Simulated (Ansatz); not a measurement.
# CH4AlBSi (SMILES [BH2][AlH][Si]#C): functionals against CCSD(T) at one geometry

A test off equilibrium: a structure displaced at random from a GFN2-xTB minimum is computed at several levels, and each is set against CCSD(T).

The runs use Ansatz 0.2.0, Gaussian basis; single points in def2-TZVPP.

Cores are frozen in the correlated methods.

**1. Where the work starts**

8 atoms, charge 0, spin multiplicity 1.

Atoms are counted from 1 here; the program's logs count them from 0.

Bond lengths: B1–Al2 2.163 Å, B1–H5 1.202 Å, B1–H6 1.263 Å, Al2–Si3 2.533 Å, Al2–H7 1.645 Å, Si3–C4 1.789 Å, C4–H8 1.146 Å. Angles: Al2–B1–H5 123.6°, Al2–B1–H6 120.5°, H5–B1–H6 112.4°, B1–Al2–Si3 124.2°, B1–Al2–H7 129.3°, Si3–Al2–H7 106.5°, Al2–Si3–C4 163.4°, Si3–C4–H8 146.7°.

As a file:

```mol
CH4AlBSi
  3D, bonds by distance, orders not assigned

  8  7  0  0  0  0  0  0  0  0999 V2000
   -0.9176    2.1854   -0.5879 B   0  0
    0.3168    0.4648   -1.0276 Al  0  0
    0.4733   -1.5885    0.4472 Si  0  0
    0.8083   -2.7009    1.8074 C   0  0
   -2.0879    2.2503   -0.8561 H   0  0
   -0.5875    2.9949    0.3232 H   0  0
    1.3042    0.1918   -2.3143 H   0  0
    0.6840   -3.7582    2.2327 H   0  0
  1  2  8  0
  1  5  8  0
  1  6  8  0
  2  3  8  0
  2  7  8  0
  3  4  8  0
  4  8  8  0
M  END
```

**2. CCSD(T)/def2-TZVPP**

File run/in.yaml:

```yaml
crystal:
  periodic: [false, false, false]
  atoms:
    - {symbol: B, position_ang: [-0.917600, 2.185400, -0.587900]}
    - {symbol: Al, position_ang: [0.316800, 0.464800, -1.027600]}
    - {symbol: Si, position_ang: [0.473300, -1.588500, 0.447200]}
    - {symbol: C, position_ang: [0.808300, -2.700900, 1.807400]}
    - {symbol: H, position_ang: [-2.087900, 2.250300, -0.856100]}
    - {symbol: H, position_ang: [-0.587500, 2.994900, 0.323200]}
    - {symbol: H, position_ang: [1.304200, 0.191800, -2.314300]}
    - {symbol: H, position_ang: [0.684000, -3.758200, 2.232700]}
basis:
  gaussian: {orbitals: def2-TZVPP}
correlation: {method: ccsd_t}
output: {forces: true}
```

Started as:

```
ansatz run in.yaml --threads 8 --pin off --events-out ev --progress --plain --max-ram 10444MiB
```

**3. PBE0-D4/def2-TZVPP**

run/in.yaml, as its differences from that of step 2:

```diff
@@ -13,3 +13,3 @@
   gaussian: {orbitals: def2-TZVPP}
-correlation: {method: ccsd_t}
-output: {forces: true}
+hamiltonian: {xc: pbe0, dispersion: d4}
+output: {forces: true, orbitals: {seedname: orbitals}}
```

**4. wB97M-V/def2-TZVPP**

run/in.yaml, as its differences from that of step 3:

```diff
@@ -13,3 +13,3 @@
   gaussian: {orbitals: def2-TZVPP}
-hamiltonian: {xc: pbe0, dispersion: d4}
-output: {forces: true, orbitals: {seedname: orbitals}}
+hamiltonian: {xc: {name: wB97M-V}}
+output: {forces: true}
```

**5. r2SCAN-D4/def2-TZVPP**

run/in.yaml, as its differences from that of step 4:

```diff
@@ -13,3 +13,3 @@
   gaussian: {orbitals: def2-TZVPP}
-hamiltonian: {xc: {name: wB97M-V}}
+hamiltonian: {xc: r2scan, dispersion: d4}
 output: {forces: true}
```

**6. PBE-D4/def2-TZVPP**

run/in.yaml, as its differences from that of step 5:

```diff
@@ -13,3 +13,3 @@
   gaussian: {orbitals: def2-TZVPP}
-hamiltonian: {xc: r2scan, dispersion: d4}
+hamiltonian: {xc: pbe, dispersion: d4}
 output: {forces: true}
```

**7. r2SCAN0-D4/def2-TZVPP**

run/in.yaml, as its differences from that of step 6:

```diff
@@ -13,3 +13,3 @@
   gaussian: {orbitals: def2-TZVPP}
-hamiltonian: {xc: pbe, dispersion: d4}
+hamiltonian: {xc: {name: r2SCAN0}, dispersion: d4}
 output: {forces: true}
```

**8. SPW92/def2-TZVPP**

run/in.yaml, as its differences from that of step 7:

```diff
@@ -13,3 +13,3 @@
   gaussian: {orbitals: def2-TZVPP}
-hamiltonian: {xc: {name: r2SCAN0}, dispersion: d4}
+hamiltonian: {xc: lda}
 output: {forces: true}
```

(Steps that only read results are left out.)

What does the calculation give? Wanted: energy less free atoms, CCSD(T)/def2-TZVPP; RMS force component; RMS force error; HOMO and LUMO, PBE0-D4; T1 diagnostic.

The runs gave:

```
                                  quantity                                                                                            value
energy less free atoms, CCSD(T)/def2-TZVPP                                                                                  -529.8 kcal/mol
                       RMS force component                                                             1.073 to 1.482 eV/Å over the methods
                           RMS force error  PBE0-D4 0.327, wB97M-V 0.474, r2SCAN-D4 0.235, PBE-D4 0.181, r2SCAN0-D4 0.388, SPW92 0.302 eV/Å
                    HOMO and LUMO, PBE0-D4                                                                               -6.04 and -3.28 eV
                             T1 diagnostic                                                                                            0.025
```

Against CCSD(T) the functionals' energies less atoms differ by -87.7 to -0.2 kcal/mol, PBE-D4 by -24.5 kcal/mol. CCSD(T) in triple zeta still lacks some correlation energy of the bonds, so part of these gaps is its own basis error and they don't rank the functionals. On forces the order runs from PBE-D4 to wB97M-V. Frozen-core CCSD(T) forces in triple zeta carry basis errors of their own, and this is one geometry, so small gaps rank nothing. The restricted Hartree–Fock reference is unstable towards an unrestricted one at one or more of these structures.
